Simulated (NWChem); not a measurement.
# BHOF2 (difluorohydroxyborane): levels of theory compared

Wanted: a comparison of 6 runs (PBE0/6-31G, M06-2X/pcseg-1, PBE/def2-SVPD, r2SCAN/def2-SVPD, MP2/def2-SVPD, CCSD(T)/6-311+G**) of BHOF2 (difluorohydroxyborane). 

The calculation is run with NWChem 7.3.0.

## (1) The molecule

BHOF2: 5 atoms, total charge 0, spin state singlet. As SMILES, `OB(F)F`. The shape is that of a PBE0-D4/def2-TZVP optimisation.

Bond lengths: O1–B2 1.345 Å, B2–F3 1.317 Å, B2–F4 1.327 Å, O1–H5 0.960 Å. Angles: O1–B2–F3 119.5°, O1–B2–F4 122.2°, F3–B2–F4 118.3°, B2–O1–H5 113.5°.

## (2) Energy and forces at PBE0/6-31G (run 1)

File sp.nw:

```
START sp
TITLE "BF2HO"
memory total 2200 mb

GEOMETRY units angstroms noautosym nocenter noautoz
 O      0.038630     1.000750     0.174310
 B      0.105760    -0.342460     0.137210
 F      0.731030    -0.986880     1.100700
 F     -0.439530    -1.051930    -0.843330
 H     -0.435890     1.380520    -0.568880
END

BASIS spherical bse
 * library 6-31G
END

DFT
 xc pbe0
 mult 1
 grid xfine
 convergence energy 1e-08
 maxiter 100
 mulliken
END

TASK dft gradient
```

On the command line:

```sh
$ nwchem sp.nw > sp.out
```

What it wrote:

```text
[...]
          Wavefunction type:  closed shell.
          No. of atoms     :     5
          No. of electrons :    32
[...]
          Charge           :     0
          Spin multiplicity:     1
[...]
          AO basis - number of functions:    38
[...]
              XC Information
              --------------
                         PBE0 Method XC Functional
                     Hartree-Fock (Exact) Exchange  0.250
          PerdewBurkeErnzerhof Exchange Functional  0.750
            Perdew 1991 LDA Correlation Functional  1.000 local
           PerdewBurkeErnz. Correlation Functional  1.000 non-local
[...]
 d= 0,ls=0.0,diis     1   -300.0262777013 -4.13D+02  3.06D-02  8.87D-01     1.1
[...]
 d= 0,ls=0.0,diis    10   -300.1392224261 -1.09D-11  1.55D-07  1.47D-10    12.0
         Total DFT energy =     -300.139222426108
      One electron energy =     -639.624076259407
           Coulomb energy =      260.540627804417
    Exchange-Corr. energy =      -33.781380853394
 Nuclear repulsion energy =      112.725606882276
[...]
      Total Density - Mulliken Population Analysis
     ---------------------------------------------
    Atom       Charge   Shell Charges
 -----------   ------   -------------------------------------------------------
    1 O    8     8.59   2.00  0.90  2.95  0.95  1.79
    2 B    5     4.22   2.00  0.55  1.45 -0.02  0.25
    3 F    9     9.29   2.00  0.93  3.32  1.03  2.01
    4 F    9     9.31   2.00  0.93  3.32  1.03  2.03
    5 H    1     0.59   0.50  0.09
[...]
  wavefunction    = closed shell
                         DFT ENERGY GRADIENTS
    atom               coordinates                        gradient
                 x          y          z           x          y          z
   1 O       0.073000   1.891143   0.329398    0.000621  -0.004875   0.000488
   2 B       0.199857  -0.647156   0.259289   -0.004096  -0.016937  -0.008642
   3 F       1.381446  -1.864933   2.080021   -0.016019   0.017176  -0.024611
   4 F      -0.830591  -1.987859  -1.593663    0.014904   0.017626   0.026603
   5 H      -0.823713   2.608805  -1.075027    0.004590  -0.012990   0.006162
[...]
```

Wall time 16 s (1 thread of Intel Xeon Platinum 8259CL at 2.50GHz (Skylake/Cascade Lake), shared host); peak memory 0.12 GiB.

## (3) Energy and forces at M06-2X/pcseg-1 (run 2)

File bf2ho.nw:

```
start bf2ho
memory total 2200 mb

geometry units au noautosym nocenter noautoz
 O   0.07300012  1.89114342  0.32939816
 B   0.19985743 -0.64715561  0.25928932
 F   1.38144649 -1.86493292  2.08002155
 F  -0.83059132 -1.98785960 -1.59366273
 H  -0.82371272  2.60880471 -1.07502740
end

basis spherical bse
 * library pcseg-1
end

dft
 xc m06-2x
 mult 1
 grid xfine
 convergence energy 1e-08
 maxiter 100
 mulliken
end

task dft gradient
```

On the command line:

```sh
$ nwchem bf2ho.nw > bf2ho.out
```

What it wrote:

```text
[...]
          Wavefunction type:  closed shell.
          No. of atoms     :     5
          No. of electrons :    32
[...]
          Charge           :     0
          Spin multiplicity:     1
[...]
          AO basis - number of functions:    61
[...]
              XC Information
              --------------
                       M06-2X Method XC Functional
                     Hartree-Fock (Exact) Exchange  0.540
                        M06-2X Exchange Functional  1.000
                      M06-2X Correlation Potential  1.000
[...]
 d= 0,ls=0.0,diis     1   -300.3017576333 -4.13D+02  1.33D-02  8.14D-01     2.3
[...]
 d= 0,ls=0.0,diis     9   -300.3895643380 -3.12D-09  7.28D-07  4.31D-09    20.4
         Total DFT energy =     -300.389564337958
      One electron energy =     -639.799633193614
           Coulomb energy =      260.659274547768
    Exchange-Corr. energy =      -33.974804442254
 Nuclear repulsion energy =      112.725598750142
[...]
      Total Density - Mulliken Population Analysis
     ---------------------------------------------
    Atom       Charge   Shell Charges
 -----------   ------   -------------------------------------------------------
    1 O    8     8.38   2.00  0.90  0.79  2.99  1.68  0.01
    2 B    5     4.33   2.00  0.55  0.01  1.43  0.15  0.20
    3 F    9     9.26   2.00  0.95  0.94  3.45  1.91  0.01
    4 F    9     9.29   2.00  0.95  0.95  3.45  1.94  0.01
    5 H    1     0.74   0.67  0.01  0.06
[...]
  wavefunction    = closed shell
                         DFT ENERGY GRADIENTS
    atom               coordinates                        gradient
                 x          y          z           x          y          z
   1 O       0.073000   1.891143   0.329398   -0.002587   0.003529  -0.003894
   2 B       0.199857  -0.647156   0.259289   -0.000152  -0.004033  -0.000692
   3 F       1.381446  -1.864933   2.080022   -0.001315   0.001640  -0.001996
   4 F      -0.830591  -1.987860  -1.593663    0.001216   0.000862   0.002105
   5 H      -0.823713   2.608805  -1.075027    0.002838  -0.001999   0.004477
[...]
```

It took 27 s on 1 thread of Intel Xeon Platinum 8259CL at 2.50GHz (Skylake/Cascade Lake), shared host; peak memory 0.13 GiB.

Runs 3 to 5 aren't shown in full; the table further down has their settings and results.

## (4) A single-point energy at CCSD(T)/6-311+G(d,p) (run 6)

File mol.nw:

```
START mol
TITLE "BF2HO"
memory total 2200 mb

GEOMETRY units angstrom noautosym nocenter noautoz
 O      0.038630     1.000750     0.174310
 B      0.105760    -0.342460     0.137210
 F      0.731030    -0.986880     1.100700
 F     -0.439530    -1.051930    -0.843330
 H     -0.435890     1.380520    -0.568880
END

BASIS spherical bse
 O library 6-311+G**
 B library 6-311+G**
 F library 6-311+G**
 H library 6-311+G**
END

SCF
 thresh 1e-08
 maxiter 80
 print medium
END

CCSD
 freeze core 4
 maxiter 60
END

TASK ccsd(t) energy
```

On the command line:

```sh
$ nwchem mol.nw > mol.out
```

What it wrote:

```text
[...]
  functions       =    94
[...]
  wavefunction    = RHF
[...]
         Total SCF energy =   -299.283287277552
      One-electron energy =   -639.961797130093
      Two-electron energy =    227.952902970266
 Nuclear repulsion energy =    112.725606882276
        Time for solution =     17.2s
[...]
 Total MP2 energy:           -299.980689734264729
[...]
             energy      energy      error      ampl     ampl      Block
                                                time     time      time
[...]
 Total CCSD energy:           -299.984385438673371
[...]
 Total CCSD+T(CCSD) energy:           -300.004567736861986
[...]
 Total CCSD(T) energy:                -300.003004638420009
[...]
```

Wall time 3.5 min (1 thread of Intel Xeon Platinum 8259CL at 2.50GHz (Skylake/Cascade Lake), shared host); peak memory 0.31 GiB.

## (5) All runs side by side

| run | level | integration grid | iteration cap | energy (Eh) | dipole moment (D) | HOMO energy (eV) | LUMO energy (eV) | wall time |
| --- | --- | --- | --- | --- | --- | --- | --- | --- |
| 1 | PBE0/6-31G | xfine | 100 | -300.139222 | 2.45 | -10.63 | 1.30 | 16 s |
| 2 | M06-2X/pcseg-1 | xfine | 100 | -300.389564 | 2.13 | -12.49 | 1.56 | 27 s |
| 3 | PBE/def2-SVPD | fine | 100 | -300.027048 | 1.95 | -9.09 | -0.88 | 26 s |
| 4 | r2SCAN/def2-SVPD | fine | 100 | -300.192723 | 1.98 | -9.50 | -0.11 | 33 s |
| 5 | MP2/def2-SVPD | – | 80 | -299.635851 | 1.99 | -15.50 | 1.64 | 49 s |
| 6 | CCSD(T)/6-311+G** | – | 80 | -300.003005 | – | -15.42 | 1.24 | 3.5 min |

## (6) Results

```
                                          quantity          value
                               run 6: total energy  -300.00300 Eh
        run 6: HOMO energy (Hartree–Fock orbitals)      -15.42 eV
        run 6: LUMO energy (Hartree–Fock orbitals)        1.24 eV
      run 6: HOMO–LUMO gap (Hartree–Fock orbitals)       16.66 eV
run 6: correlation energy (4 core orbitals frozen)     -719.7 mEh
                             run 6: (T) correction     -18.62 mEh
```

**Reading.** Over runs 1, 2, 3, 4, 5 the dipole moment (its size) runs from 1.95 D (PBE/def2-SVPD) to 2.45 D (PBE0/6-31G). The two ends differ in method and basis. Over runs 1, 2, 3, 4 the HOMO–LUMO gap runs from 8.21 eV (PBE/def2-SVPD) to 14.05 eV (M06-2X/pcseg-1). Totals of different functionals can't be ranked against each other. All runs together took 6 min, the longest 3.5 min.
